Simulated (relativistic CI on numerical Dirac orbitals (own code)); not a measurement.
**Re⁴⁺: 4d photoemission multiplets**

Aim: the 4d photoemission spectrum of Re⁴⁺ in 4 surroundings, from the same atomic integrals.

Method: Dirac-Coulomb-Breit CI, KLI orbitals optimised for each configuration, model QED (radiative potential, 1s self-energy scaled to tabulated hydrogen-like ionisation energies), valence Slater integrals scaled by 0.7, multiplet model of photoemission in the sudden approximation. Code: relativistic CI on numerical Dirac orbitals (own code) version 1.

**1. The atom as given**

```
ion            : Re⁴⁺ (Re V)
nuclear charge : 75
electrons      : 71
configurations : [Xe] 4f14 5d3 → [Kr] 4d9 4f14 5s2 5p6 5d3
temperature    : 80 K
widths         : Lorentz 2.45 eV, Gauss 0.6 eV
surrounding 1  : free ion
surrounding 2  : D3d, 10Dq = 16400, Dsigma = -950, Dtau = 230 cm⁻¹
surrounding 3  : D4h, 10Dq = 57450, Ds = 1830, Dt = 650 cm⁻¹
surrounding 4  : Oh, 10Dq = 39800 cm⁻¹
```

**2. Surrounding 1: free ion**

Settings, as recorded:

```ini
atom Re  Z=75  charge=4  electrons=71
nucleus A=187  rms_radius_fm=5.3698
hamiltonian dirac-coulomb  breit=on  qed=on  c_scale=1
orbitals kli  potential=per-configuration
slater_scale 0.7
correlation none
mixing on
configurations
  [Xe] 4f14 5d3
  [Kr] 4d9 4f14 5s2 5p6 5d3
end
photoemission 4d T=80 lorentz=2.45 gauss=0.6
crystal_field free
```

**3. Surrounding 2: D3d, 10Dq = 16400, Dsigma = -950, Dtau = 230**

Changes to the settings of step 2:

```diff
@@ -12,2 +12,2 @@
 photoemission 4d T=80 lorentz=2.45 gauss=0.6
-crystal_field free
+crystal_field D3d 10Dq=16400 Dsigma=-950 Dtau=230
```

**4. Surrounding 3: D4h, 10Dq = 57450, Ds = 1830, Dt = 650**

Changes to the settings of step 3:

```diff
@@ -12,2 +12,2 @@
 photoemission 4d T=80 lorentz=2.45 gauss=0.6
-crystal_field D3d 10Dq=16400 Dsigma=-950 Dtau=230
+crystal_field D4h 10Dq=57450 Ds=1830 Dt=650
```

**5. Surrounding 4: Oh, 10Dq = 39800**

Changes to the settings of step 4:

```diff
@@ -12,2 +12,2 @@
 photoemission 4d T=80 lorentz=2.45 gauss=0.6
-crystal_field D4h 10Dq=57450 Ds=1830 Dt=650
+crystal_field Oh 10Dq=39800
```

(Steps that only read results are left out.)

What does the calculation give? Wanted: highest peak, first run; ground spin.

**Answer**, as computed:

| surrounding | ground S | centroid (eV) | spread (eV) | up to four highest peaks (% of the highest), eV |
| --- | --- | --- | --- | --- |
| 1: free | 1.38 | 325.84 | 6.89 | 320.2 (100), 334.0 (57) |
| 2: D3d | 1.43 | 326.01 | 6.79 | 320.4 (100), 334.0 (63) |
| 3: D4h | 1.47 | 326.09 | 6.74 | 320.6 (100), 334.2 (64) |
| 4: Oh | 1.46 | 326.08 | 6.75 | 320.4 (100), 334.2 (64) |

```
                           quantity         value
            highest peak, first run      320.2 eV
ground spin (effective S from ⟨S²⟩)  1.38 to 1.47
```

**Reading.** The position of the maximum differs by up to 0.4 eV between the surroundings, by shifts of peaks or by peaks exchanging rank. Energies are those of the free ion without screening by ligands; binding energies in solids differ by tens of eV.
